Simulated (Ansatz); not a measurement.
# BeZn4O: the cost of one run

Method: DFT PBE, scalar-relativistic, plane waves, PAW, unless a step names another level, in Ansatz 0.2.0.

12 further runs of the same task are left out: 2 that didn't finish, 10 set aside as unsound or not needed.

## 1. Plan

Pauling electronegativities: Be 1.57, Zn 1.65, O 3.44 (spread 1.87). No set of common oxidation states balances it. Tabulated atomic sizes suggest about 12 Å³/atom. 33 candidates were drawn, by swapping species into database cells of other compounds, at random by space group and Wyckoff sites, or by hand, as the table says:

| name | made from | space group no. | Wyckoff sites | atoms (primitive cell) | V (Å³/atom) |
| --- | --- | --- | --- | --- | --- |
| c01 | random | 183 | Be 1a; Zn 1a, 3c; O 1a | 6 | 14.7 |
| c02 | database cell of RbAlF4 | 123 | Be 1d; Zn 2h, 2e; O 1a | 6 | 10.1 |
| c03 | database cell of TaTiBe4 | 216 | Be 4c; Zn 16e; O 4a | 6 | 14.0 |
| c04 | database cell of VCrB4 | 191 | Be 1a; Zn 4h; O 1b | 6 | 10.2 |
| c05 | random | 47 | Be 1a; Zn 4u; O 1f | 6 | 13.0 |
| c06 | built by hand: wurtzite BeO bilayer / four-layer hcp Zn slab | 156 | Be 1b; Zn 1a, 1b, 1b, 1a; O 1a | 6 | 12.2 |
| c07 | random | 187 | Be 1a; Zn 3k, 1f; O 1c | 6 | 14.9 |
| c08 | database cell of MnCoO4 | 10 | Be 1g; Zn 2m, 2n; O 1f | 6 | 14.2 |
| c09 | random | 8 | Be 2a; Zn 4b, 2a, 2a; O 2a | 6 | 13.9 |
| c10 | database cell of TbAlNi4 | 187 | Be 1e; Zn 1c, 3k; O 1a | 6 | 12.9 |
| c11 | random | 216 | Be 4b; Zn 16e; O 4d | 6 | 13.0 |
| c12 | database cell of HfZrFe4 | 216 | Be 4a; Zn 16e; O 4d | 6 | 13.4 |
| c13 | random | 107 | Be 2a; Zn 8c; O 2a | 6 | 15.0 |
| c14 | random | 191 | Be 1b; Zn 4h; O 1a | 6 | 14.5 |
| c15 | database cell of LiYGa4 | 187 | Be 1a; Zn 2h, 2i; O 1b | 6 | 12.6 |
| c16 | random | 12 | Be 2b; Zn 4g, 4i; O 2d | 6 | 15.3 |
| c17 | random | 71 | Be 2a; Zn 8l; O 2b | 6 | 12.8 |
| c18 | database cell of HoFeNi4 | 187 | Be 1a; Zn 1c, 3k; O 1e | 6 | 13.5 |
| c19 | built by hand: double wurtzite BeO bilayer / eight-layer Zn slab | 156 | Be 1b, 1a; Zn 1a, 1a, 1b, 1a, 1b, 1a, 1b, 1c; O 1a, 1b | 12 | 12.1 |
| c20 | random | 160 | Be 3a; Zn 9b, 3a; O 3a | 6 | 12.1 |
| c21 | built by hand: oxygen-filled Ni4Mo | 87 | Be 2a; Zn 8h; O 2b | 6 | 11.9 |
| c22 | random | 38 | Be 2b; Zn 8f; O 2a | 6 | 13.8 |
| c23 | database cell of Zr4FeCo | 97 | Be 2a; Zn 8j; O 2b | 6 | 15.7 |
| c24 | database cell of TaMoS4 | 6 | Be 1b; Zn 1a, 1b, 1a, 1b; O 1a | 6 | 11.3 |
| c25 | database cell of HfTaV4 | 216 | Be 4a; Zn 16e; O 4c | 6 | 12.8 |
| c26 | database cell of MnFeSn4 | 97 | Be 2b; Zn 8j; O 2a | 6 | 11.1 |
| c27 | random | 71 | Be 2c; Zn 2b, 2a, 4j; O 2d | 6 | 14.1 |
| c28 | random | 75 | Be 1a; Zn 4d; O 1b | 6 | 13.4 |
| c29 | random | 47 | Be 1h; Zn 1c, 1g, 2s; O 1d | 6 | 14.4 |
| c30 | database cell of CuTeO4 | 65 | Be 2a; Zn 4i, 4h; O 2c | 6 | 11.6 |
| c31 | random | 123 | Be 1d; Zn 2f, 2e; O 1b | 6 | 14.1 |
| c32 | database cell of GdFeNi4 | 38 | Be 2a; Zn 2a, 2b, 4e; O 2a | 6 | 13.2 |
| c33 | built by hand: graphitic BeO sheets between close-packed Zn slabs | 194 | Be 2c; Zn 4f, 4e; O 2b | 12 | 11.9 |

## 2. Screening run of c19

The input, input.yaml:

```yaml
crystal:
  lattice:
    - [2.68, 0.0, 0.0]
    - [-1.34, 2.32094808, 0.0]
    - [0.0, 0.0, 23.4]
  atoms:
    - { symbol: Be, position: [0.33333333, 0.66666667, 0.0235] }
    - { symbol: Be, position: [0.0, 0.0, 0.1175] }
    - { symbol: Zn, position: [0.0, 0.0, 0.9167] }
    - { symbol: Zn, position: [0.0, 0.0, 0.2137] }
    - { symbol: Zn, position: [0.33333333, 0.66666667, 0.3141] }
    - { symbol: Zn, position: [0.0, 0.0, 0.4145] }
    - { symbol: Zn, position: [0.33333333, 0.66666667, 0.515] }
    - { symbol: Zn, position: [0.0, 0.0, 0.6154] }
    - { symbol: Zn, position: [0.33333333, 0.66666667, 0.7158] }
    - { symbol: Zn, position: [0.66666667, 0.33333333, 0.8162] }
    - { symbol: O, position: [0.0, 0.0, 0.0] }
    - { symbol: O, position: [0.33333333, 0.66666667, 0.094] }
basis:
  ecutwfc: 420
kpoints:
  mp_grid: { grid: [7, 7, 1] }
hamiltonian:
  xc: pbe
scf:
  occupations: { method: gaussian, width: 0.2 }
  lower_state_search: "off"
output:
  forces: true
  stress: true
  eigenvalues: true
relax:
  adjacent_minimum: "off"
  f_tol: 0.08
  max_steps: 16
  cell: { stress_tol: 0.8 }
```

On the command line:

```bash
$ ansatz run input.yaml --threads 1 --pin off --max-ram 2560MiB --backend cpu --events-out ev --progress --plain --runs-dir out
```

Q: Estimate wall time and peak memory on 1 thread of Intel Xeon Platinum 8488C (Sapphire Rapids), shared host.

About 2.5 min, with a peak of 0.47 GiB.
